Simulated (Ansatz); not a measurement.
**In: bands on a dense mesh**

Aim: solve In self-consistently, get levels and band slopes on a dense mesh, and map the Fermi surface or, if there is a gap, the valleys at its edges.

This is In in the hcp structure; at room conditions it is tetragonal.

Program: Ansatz 0.2.0. Level of theory: DFT PBEsol, scalar-relativistic, plane waves, PAW; levels and slopes on a dense k mesh at the converged density. These are calculated values, not measurements.

## 1. The structure to begin with

Symmetry: P6_3/mmc, No. 194, hexagonal system. Conventional cell: a = 3.335 Å, b = 3.335 Å, c = 5.509 Å, α = 90.00°, β = 90.00°, γ = 120.00°. In (site symmetry -6m2) is surrounded by 12 In at 3.34 to 3.36 Å.

Structure file:

```xyz
2
Lattice="3.3355 0.0000 0.0000 -1.6677 2.8886 0.0000 0.0000 0.0000 5.5091" Properties=species:S:1:pos:R:3 pbc="T T T"
In    0.0000    1.9257    1.3773
In    1.6677    0.9629    4.1319
```

The structure comes from the Materials Project (structure only) and is not relaxed.

## 2. Self-consistency and the dense mesh

Input file input.yaml:

```yaml
crystal:
  lattice:
    - [3.33548478, 0.0, 0.0]
    - [-1.66774239, 2.88861456, 0.0]
    - [0.0, 0.0, 5.50914292]
  atoms:
    - { symbol: In, position: [0.33333333, 0.66666667, 0.25] }
    - { symbol: In, position: [0.66666667, 0.33333333, 0.75] }
basis:
  ecutwfc: 420
kpoints:
  mp_grid: { grid: [18, 18, 8] }
hamiltonian:
  xc: pbesol
scf:
  occupations: { method: gaussian, width: 0.05 }
output:
  forces: true
  eigenvalues: true
  eigenstates:
    nscf_kmesh: { grid: [30, 30, 16] }
    top_band: c6
    de_dk: true
    localisation: false
  stress: true
checkpoint:
  write: ck
  compress: false
  write_wavefunctions: false
  write_every: 100000
```

On the command line:

```sh
> ansatz run input.yaml --threads 1 --pin off --max-ram 3072MiB --backend cpu --events-out ev --progress --plain --runs-dir out
```

**Question.** What will these runs give? Wanted: bands with resolved sheets at the Fermi level; density of states at the Fermi level; intraband plasma frequencies, principal values in rising order.

The runs gave:

```
                                                      quantity                    value
                 bands with resolved sheets at the Fermi level                        4
                          density of states at the Fermi level  0.95 states/eV per cell
intraband plasma frequencies, principal values in rising order      9.1, 9.1 and 9.7 eV
```

In words: Four bands cross the Fermi level with sheets large enough to resolve; this is a three-dimensional metal. Band 14 adds most to the density of states (0.52 states/eV), with a mean Fermi speed of 14 × 10⁵ m/s. Spin-orbit coupling is left out; with In it can split, shift or remove sheets.
